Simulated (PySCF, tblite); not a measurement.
# C₆H₁₃BFN: geometry, infrared bands and NMR shifts

Aim: predict the infrared bands and NMR shifts of C₆H₁₃BFN (`C[N+]1(C)[BH2-]C(CF)=CC1`).

Computed with tblite 0.8.0 and PySCF 2.14.0, with density-fitted response routines of our own, on a single molecule in the gas phase. Atoms are numbered from 0 throughout.

## (1) The starting structure

22 atoms, charge 0, multiplicity 1; geometry from: force field or distance geometry start.

Bonds of the start (Å): C0–N1 1.48, N1–C2 1.46, N1–B3 1.57, B3–C4 1.55, C4–C5 1.49, C5–F6 1.38, C4–C7 1.32, C7–C8 1.50, C8–N1 1.49, C0–H9 1.11, C0–H10 1.12, C0–H11 1.12, C2–H12 1.12, C2–H13 1.11, C2–H14 1.12, B3–H15 1.22, B3–H16 1.19, C5–H17 1.11, C5–H18 1.11, C7–H19 1.08, C8–H20 1.12, C8–H21 1.11.

## (2) Optimising the geometry with GFN2-xTB

The job: settings as JSON, then the geometry in Å.

```
{"job": {"kind": "relax", "xc": "GFN2-xTB", "basis": "xTB"}, "charge": 0, "multiplicity": 1}
C     -1.575300    -1.333500     0.600700
N     -0.951400    -0.134000    -0.013100
C     -1.961700     0.908300    -0.200200
B      0.210200     0.396100     0.903800
C      1.486700     0.255100     0.041600
C      2.874000     0.627200     0.447400
F      3.691400    -0.488000     0.414600
C      1.174700    -0.217300    -1.149400
C     -0.287500    -0.494900    -1.297500
H     -0.845400    -2.146500     0.767000
H     -2.047700    -1.084700     1.583100
H     -2.388200    -1.731600    -0.059800
H     -2.781900     0.553000    -0.871500
H     -2.435900     1.202100     0.760900
H     -1.529700     1.833900    -0.659100
H      0.341400    -0.263200     1.916500
H      0.064300     1.536200     1.226000
H      2.876500     1.037500     1.480100
H      3.283700     1.398900    -0.236000
H      1.897300    -0.393600    -1.938200
H     -0.678400     0.119100    -2.148100
H     -0.427600    -1.560700    -1.569600
```

Launch:

```bash
OMP_NUM_THREADS=1 python probes_run.py task.json out
```

The driver reads the jobs from task.json and runs them one after another.

**Question.** This job is followed by: GFN2-xTB harmonic vibrations, gas phase; GIAO PBE0/pcSseg-1 NMR shielding, non-relativistic, gas phase. Predict these results of the whole session: strongest single infrared mode (GFN2-xTB); zero-point energy (GFN2-xTB); 13C shifts against TMS (PBE0/pcSseg-1, means over atoms taken as alike); 1H shifts against TMS (PBE0/pcSseg-1, means over atoms taken as alike); 15N shifts against NH3 (PBE0/pcSseg-1); 11B shifts against BF3·OEt2 (PBE0/pcSseg-1); 19F shifts against CFCl3 (PBE0/pcSseg-1).

**Answer**, as computed:

| quantity | value |
| --- | --- |
| strongest single infrared mode (GFN2-xTB) | 2479 cm⁻¹, 213 km/mol |
| zero-point energy (GFN2-xTB) | 115.9 kcal/mol |
| 13C shifts against TMS (PBE0/pcSseg-1, means over atoms taken as alike) | 172.3, 116.4, 88.8, 71.8, 51.3 ppm |
| 1H shifts against TMS (PBE0/pcSseg-1, means over atoms taken as alike) | 5.55, 5.48, 3.56, 2.68, 2.58 ppm |
| 15N shifts against NH3 (PBE0/pcSseg-1) | 66.7 ppm |
| 11B shifts against BF3·OEt2 (PBE0/pcSseg-1) | -8.1 ppm |
| 19F shifts against CFCl3 (PBE0/pcSseg-1) | -250.5 ppm |

What this shows: Relaxing lowered the energy by 0.503 eV in 131 steps; the close pair that moved most is N1–B3, from 1.572 to 1.656 Å. All 60 modes are real, so the xTB geometry is a minimum. The strongest single mode, at 2479 cm⁻¹, moves mainly H15. Unscaled tight-binding wavenumbers are off by several per cent, some by more. Its intensities can rank the bands wrongly. The most deshielded hydrogen is H19 (hydrogen on an alkene CH), at 5.55 ppm: a vinylic proton, deshielded by the sp2 carbon and the C=C anisotropy. At PBE0/pcSseg-1: The widest tensor belongs to C4: span 232 ppm, with a paramagnetic part of -251 ppm.
